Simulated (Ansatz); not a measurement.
Geometry optimisation, DFT PBEsol, scalar-relativistic, plane waves, PAW (Ansatz 0.2.0).

Input:

```yaml
crystal:
  lattice:
    - [8.1, 0.0, 0.0]
    - [0.0, 8.1, 0.0]
    - [0.0, 0.0, 8.1]
  atoms:
    - { symbol: Al, position: [0.5027875, -0.0005914, -0.0044729] }
    - { symbol: Al, position: [0.7480743, 0.2496673, 0.0011979] }
    - { symbol: Al, position: [0.7513097, 0.0004164, 0.2498776] }
    - { symbol: Al, position: [0.0052117, -0.0022474, -0.0013199] }
    - { symbol: Al, position: [0.2500215, 0.2443541, 0.0001039] }
    - { symbol: Al, position: [0.4968823, 0.4946048, 0.0002056] }
    - { symbol: Al, position: [0.7436897, 0.7554163, 0.0046183] }
    - { symbol: Al, position: [0.2475426, -0.0020178, 0.2507107] }
    - { symbol: Al, position: [0.4965765, 0.2464244, 0.2458105] }
    - { symbol: Al, position: [0.7456807, 0.5016987, 0.2502691] }
    - { symbol: Al, position: [0.4917824, -0.0029799, 0.5020153] }
    - { symbol: Al, position: [0.7532624, 0.2555704, 0.5028734] }
    - { symbol: Al, position: [0.7534572, -4.97e-05, 0.7582867] }
    - { symbol: Al, position: [0.0023926, 0.5082369, -0.0028696] }
    - { symbol: Al, position: [0.2462923, 0.7479581, -5.31e-05] }
    - { symbol: Al, position: [0.0023194, 0.2459977, 0.2500441] }
    - { symbol: Al, position: [0.2509055, 0.4983017, 0.2527281] }
    - { symbol: Al, position: [0.0054164, -0.0028613, 0.4979321] }
    - { symbol: Al, position: [0.2487223, 0.2517215, 0.512101] }
    - { symbol: Al, position: [0.5070192, 0.5086688, 0.4979344] }
    - { symbol: Al, position: [0.7504352, 0.7524562, 0.4952951] }
    - { symbol: Al, position: [0.2509142, 0.0060123, 0.7511419] }
    - { symbol: Al, position: [0.5029184, 0.2460702, 0.7505941] }
    - { symbol: Al, position: [0.7439034, 0.4962832, 0.7531889] }
    - { symbol: Al, position: [-0.0021432, 0.7500805, 0.2504035] }
    - { symbol: Al, position: [-0.0015351, 0.4963158, 0.4948779] }
    - { symbol: Al, position: [0.2515945, 0.7472992, 0.4998432] }
    - { symbol: Al, position: [0.0045437, 0.2509098, 0.7469857] }
    - { symbol: Al, position: [0.2527778, 0.4957366, 0.7543803] }
    - { symbol: Al, position: [0.5010603, 0.7463238, 0.7508894] }
    - { symbol: Al, position: [-0.0030977, 0.7561964, 0.7477423] }
basis:
  ecutwfc: 420.0
kpoints:
  mp_grid: { grid: [3, 3, 3] }
hamiltonian:
  xc: pbesol
  pseudopotentials: { kind: paw, azcp: { folder: soft_1 } }
scf:
  occupations: { method: gaussian, width: 0.05 }
  lower_state_search: "off"
relax:
  f_tol: 0.03
  max_steps: 60
  adjacent_minimum: "off"
```

Command:

```bash
$ ansatz run input.yaml --threads 4 --pin off --max-ram 10240MiB --backend cpu --events-out ev --progress --plain --runs-dir out
```

Where does it end, and by what steps?

The run converged. Limits of this set-up: coarse k mesh, PAW files made for another functional, a small cell, in which the defect meets its images, a typed lattice constant that wasn't relaxed here. After 2 steps the energy has fallen by 0.207 eV; Al19 moved furthest, 0.09 Å.

```tsv
step	energy less start (eV)	largest force component (eV/Å)	accepted
0	0.0000	0.410	yes
1	-0.1964	0.110	yes
2	-0.2071	0.005	yes
```

```xyz
31
Lattice="8.1000 0.0000 0.0000 0.0000 8.1000 0.0000 0.0000 0.0000 8.1000" Properties=species:S:1:pos:R:3
Al 4.051 -0.014 0.016
Al 6.084 2.024 -0.004
Al 6.062 -0.014 2.029
Al 0.000 0.004 -0.005
Al 2.017 2.023 -0.003
Al 4.049 4.060 0.018
Al 6.060 6.073 0.018
Al 2.039 -0.016 2.029
Al 4.050 2.022 2.028
Al 6.061 4.061 2.028
Al 4.051 -0.017 4.039
Al 6.083 2.023 4.062
Al 6.084 0.005 6.078
Al 0.001 4.042 -0.005
Al 2.039 6.073 0.018
Al 0.001 2.023 2.028
Al 2.039 4.062 2.029
Al 0.001 0.006 4.060
Al 2.018 2.023 4.062
Al 4.051 4.062 4.039
Al 6.062 6.074 4.040
Al 2.017 0.005 6.079
Al 4.051 2.023 6.078
Al 6.082 4.042 6.078
Al -0.001 6.073 2.028
Al -0.001 4.040 4.061
Al 2.038 6.073 4.041
Al 0.000 2.023 6.078
Al 2.018 4.040 6.079
Al 4.050 6.072 6.079
Al 0.000 6.073 6.077
```

Whether the end is a true minimum wasn't checked by a vibrational analysis.

Run time: 33 s on 4 threads of Arm Neoverse V2, with other jobs on the host, peak memory 1.3 GiB.
